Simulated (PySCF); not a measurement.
# Ways to converge the SCF of Sn2 (triplet)

The same problem is solved with other solver options, one edit a run.

Computed with PySCF 2.14.0. Level: method and basis as typed in the scripts.

6 further runs of the same task are left out: 1 for a known fault of the program, 5 that didn't finish.

### Step 1. Where the work starts

Sn2 (triplet): 2 atoms, charge 0, spin multiplicity 3.

Bond lengths: Sn1–Sn2 2.565 Å.

### Step 2. Base script

Contents of input.py:

```python
from pyscf import gto, scf, mp

mol = gto.M(
    atom='Sn 0 0 0; Sn 0 0 2.565',
    basis='sbkjc',
    ecp={'Sn': 'sbkjc'},
    charge=0,
    spin=2,
    symmetry=True,
    verbose=4,
)
mf = scf.UHF(mol)
mf.kernel()
mp.MP2(mf).kernel()
mf.dip_moment()
print('orbital energies (hartree):', [e[max(0, n-3):n+3].round(4) for e, n in zip(mf.mo_energy, mol.nelec)])
```

Started as:

```bash
$ OMP_NUM_THREADS=1 python input.py
```

The log of this run is left out.

Base result: E(SCF) = -6.545860 Eh, 7 cycles, E(MP2) − E(SCF) = -0.04606 Eh, ⟨S²⟩ = 2.004, μ = 0.00 D (of the SCF density).

The bond length is a typed value, not an optimised one. The triplet is typed in the script; nothing here shows that it is the ground state.

### Step 3. Point-group symmetry off

Run 1 changes point-group symmetry: on → off.

Contents of input.py:

```python
from pyscf import gto, scf, mp

mol = gto.M(
    atom='Sn 0 0 0; Sn 0 0 2.565',
    basis='sbkjc',
    ecp={'Sn': 'sbkjc'},
    charge=0,
    spin=2,
    verbose=4,
)
mf = scf.UHF(mol)
mf.kernel()
mp.MP2(mf).kernel()
mf.dip_moment()
print('orbital energies (hartree):', [e[max(0, n-3):n+3].round(4) for e, n in zip(mf.mo_energy, mol.nelec)])
```

Started as:

```bash
$ OMP_NUM_THREADS=1 python input.py
```

### Step 4. Cycle limit 200

Run 2 changes cycle limit: 50 → 200.

input.py: that of step 2 with these lines changed.

```diff
@@ -12,2 +12,3 @@
 mf = scf.UHF(mol)
+mf.max_cycle = 200
 mf.kernel()
```

### Step 5. Smearing width 0.005 hartree

Run 3 changes smearing width: none → 0.005 hartree; step after the SCF: mp2 → none.

input.py: that of step 2 with these lines changed.

```diff
@@ -1,2 +1,2 @@
-from pyscf import gto, scf, mp
+from pyscf import gto, scf
 
@@ -12,4 +12,4 @@
 mf = scf.UHF(mol)
+mf = scf.addons.smearing_(mf, sigma=0.005, method='fermi')
 mf.kernel()
-mp.MP2(mf).kernel()
 mf.dip_moment()
```

### Step 6. Smearing width 0.05 hartree

Run 4 changes smearing width: none → 0.05 hartree; step after the SCF: mp2 → none.

input.py: that of step 2 with these lines changed.

```diff
@@ -1,2 +1,2 @@
-from pyscf import gto, scf, mp
+from pyscf import gto, scf
 
@@ -12,4 +12,4 @@
 mf = scf.UHF(mol)
+mf = scf.addons.smearing_(mf, sigma=0.05, method='fermi')
 mf.kernel()
-mp.MP2(mf).kernel()
 mf.dip_moment()
```

What does the calculation give? Wanted: for each run, E(SCF); from base; gap, α spin; after the SCF.

The runs gave:

| run | E(SCF) (hartree) | from base (eV) | cycles | gap, α spin (eV) | after the SCF |
| --- | --- | --- | --- | --- | --- |
| base | -6.545860 | 0 | 7 | 6.99 | MP2 correlation -1.253 eV |
| point-group symmetry off | -6.545860 | 0.0000 | 7 | 6.99 | MP2 correlation -1.253 eV |
| cycle limit 200 | -6.545860 | 0.0000 | 7 | 6.99 | MP2 correlation -1.253 eV |
| smearing width 0.005 hartree | -6.419081 | not comparable | 7 | n/a | n/a |
| smearing width 0.05 hartree | -6.357143 | not comparable | 12 | n/a | n/a |

Distance from each run's final energy (log10 hartree) by cycle:

| run | cycle 1 | cycle 2 | cycle 3 | cycle 5 | cycle 8 | cycle 12 |
| --- | --- | --- | --- | --- | --- | --- |
| base | -2.0 | -3.3 | -4.5 | -7.3 | done | done |
| point-group symmetry off | -2.0 | -3.3 | -4.5 | -7.3 | done | done |
| cycle limit 200 | -2.0 | -3.3 | -4.5 | -7.3 | done | done |
| smearing width 0.005 hartree | -1.5 | -3.1 | -4.4 | -7.7 | done | done |
| smearing width 0.05 hartree | -1.0 | -1.6 | -1.8 | -2.6 | -5.3 | -8.5 |

**Reading.** No change of the SCF energy comes from point-group symmetry off or cycle limit 200. With point-group symmetry off, cycle limit 200 the path hardly changes: 7 cycles against 7.
